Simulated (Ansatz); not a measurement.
# TeAs2: tests of the settings

The task, for TeAs2: sweep the plane-wave cutoff.

Method: DFT PBE, scalar-relativistic, plane waves, PAW, in Ansatz 0.2.0.

3 further runs of the same task are left out: 2 for a known fault of the program, 1 set aside as unsound or not needed. Runs told in other sessions of the task aren't counted.

## 1. The system as given

It takes space group I4_1/amd (No. 141, tetragonal). Conventional cell: a = 7.113 Å, b = 7.113 Å, c = 5.881 Å, α = 90.00°, β = 90.00°, γ = 90.00°. Around Te (site symmetry -4m2) lie 4 As at 2.83 Å. As (site symmetry 2/m) is surrounded by 2 Te at 2.83 Å and 4 As at 2.91 Å.

Coordinates:

```
CELL_PARAMETERS angstrom
-3.55645 3.55645 2.94052
3.55645 -3.55645 2.94052
3.55645 3.55645 -2.94052
ATOMIC_POSITIONS crystal
Te 0.75000 0.25000 0.50000
Te 0.00000 0.00000 0.00000
As 0.37500 0.62500 0.25000
As 0.37500 0.12500 0.75000
As 0.37500 0.62500 0.75000
As 0.87500 0.62500 0.25000
```

The structure comes from the Materials Project (structure only); it is used as listed.

## 2. The base run, which the others are set against

File input.yaml:

```yaml
crystal:
  lattice:
    - [-3.556454, 3.556454, 2.940516]
    - [3.556454, -3.556454, 2.940516]
    - [3.556454, 3.556454, -2.940516]
  atoms:
    - { symbol: Te, position: [0.75, 0.25, 0.5] }
    - { symbol: Te, position: [0.0, 0.0, 0.0] }
    - { symbol: As, position: [0.375, 0.625, 0.25] }
    - { symbol: As, position: [0.375, 0.125, 0.75] }
    - { symbol: As, position: [0.375, 0.625, 0.75] }
    - { symbol: As, position: [0.875, 0.625, 0.25] }
basis:
  ecutwfc: 420
kpoints:
  mp_grid: { grid: [8, 8, 8] }
hamiltonian:
  xc: pbe
scf:
  occupations: { method: gaussian, width: 0.1 }
output:
  forces: true
  stress: true
  eigenvalues: true
  populations: true
  write_density: true
  write_potential: true
  elf: true
  volumetric_format: npy
```

Its results, from an earlier run: -5563.8681 eV/atom at zero smearing, pressure -0.69 GPa, largest force 0.000 eV/Å, no gap on the mesh, in 8 SCF cycles and 11 s.

## 3. Plane-wave cutoff: 150 eV

File input.yaml:

```yaml
crystal:
  lattice:
    - [-3.556454, 3.556454, 2.940516]
    - [3.556454, -3.556454, 2.940516]
    - [3.556454, 3.556454, -2.940516]
  atoms:
    - { symbol: Te, position: [0.75, 0.25, 0.5] }
    - { symbol: Te, position: [0.0, 0.0, 0.0] }
    - { symbol: As, position: [0.375, 0.625, 0.25] }
    - { symbol: As, position: [0.375, 0.125, 0.75] }
    - { symbol: As, position: [0.375, 0.625, 0.75] }
    - { symbol: As, position: [0.875, 0.625, 0.25] }
basis:
  ecutwfc: 150
kpoints:
  mp_grid: { grid: [8, 8, 8] }
hamiltonian:
  xc: pbe
scf:
  occupations: { method: gaussian, width: 0.1 }
output:
  forces: true
  stress: true
  eigenvalues: true
```

Command:

```bash
$ ansatz run input.yaml --threads 1 --pin off --max-ram 2560MiB --backend cpu --events-out ev --progress --plain --runs-dir out
```

## 4. Plane-wave cutoff set to 200 eV

input.yaml: that of step 3 with these lines changed.

```diff
@@ -13,3 +13,3 @@
 basis:
-  ecutwfc: 150
+  ecutwfc: 200
 kpoints:
```

## 5. Plane-wave cutoff set to 250 eV

input.yaml: that of step 4 with these lines changed.

```diff
@@ -13,3 +13,3 @@
 basis:
-  ecutwfc: 200
+  ecutwfc: 250
 kpoints:
```

## 6. Plane-wave cutoff: 300 eV

input.yaml: that of step 5 with these lines changed.

```diff
@@ -13,3 +13,3 @@
 basis:
-  ecutwfc: 250
+  ecutwfc: 300
 kpoints:
```

## 7. Plane-wave cutoff set to 350 eV

input.yaml: that of step 6 with these lines changed.

```diff
@@ -13,3 +13,3 @@
 basis:
-  ecutwfc: 300
+  ecutwfc: 350
 kpoints:
```

## 8. Plane-wave cutoff: 380 eV

input.yaml: that of step 7 with these lines changed.

```diff
@@ -13,3 +13,3 @@
 basis:
-  ecutwfc: 350
+  ecutwfc: 380
 kpoints:
```

## 9. Plane-wave cutoff set to 460 eV

input.yaml: that of step 8 with these lines changed.

```diff
@@ -13,3 +13,3 @@
 basis:
-  ecutwfc: 380
+  ecutwfc: 460
 kpoints:
```

## 10. Plane-wave cutoff: 520 eV

input.yaml: that of step 9 with these lines changed.

```diff
@@ -13,3 +13,3 @@
 basis:
-  ecutwfc: 460
+  ecutwfc: 520
 kpoints:
@@ -24 +24,5 @@
   eigenvalues: true
+  write_density: true
+  write_potential: true
+  elf: true
+  volumetric_format: npy
```

## 11. Plane-wave cutoff set to 600 eV

input.yaml: that of step 10 with these lines changed.

```diff
@@ -13,3 +13,3 @@
 basis:
-  ecutwfc: 520
+  ecutwfc: 600
 kpoints:
@@ -24,5 +24 @@
   eigenvalues: true
-  write_density: true
-  write_potential: true
-  elf: true
-  volumetric_format: npy
```

## 12. Plane-wave cutoff set to 700 eV

input.yaml: that of step 11 with these lines changed.

```diff
@@ -13,3 +13,3 @@
 basis:
-  ecutwfc: 600
+  ecutwfc: 700
 kpoints:
@@ -24 +24,5 @@
   eigenvalues: true
+  write_density: true
+  write_potential: true
+  elf: true
+  volumetric_format: npy
```

## 13. Plane-wave cutoff: 850 eV

input.yaml: that of step 12 with these lines changed.

```diff
@@ -13,3 +13,3 @@
 basis:
-  ecutwfc: 700
+  ecutwfc: 850
 kpoints:
@@ -24,5 +24 @@
   eigenvalues: true
-  write_density: true
-  write_potential: true
-  elf: true
-  volumetric_format: npy
```

(Steps that only read results are left out.)

What results come out of these runs, taken together?

As calculated:

```
                                                  quantity                        value
plane-wave cutoff: within 10 and 1 meV/atom of 850 eV from  350 eV for 10; 420 eV for 1
```

In words: In the sweep of the plane-wave cutoff, 420 eV already comes within 1 meV/atom of the reference, and so do all later runs, at about 0.49 of the reference's time. That is measured against the best run here, which may itself be short of the limit. Much of this error cancels in differences between similar cells. The pressure is off by up to 2.0 GPa. The runs treat Te without spin-orbit coupling. In some runs cutoff or mesh lie under the advised values, so their numbers carry a basis error.
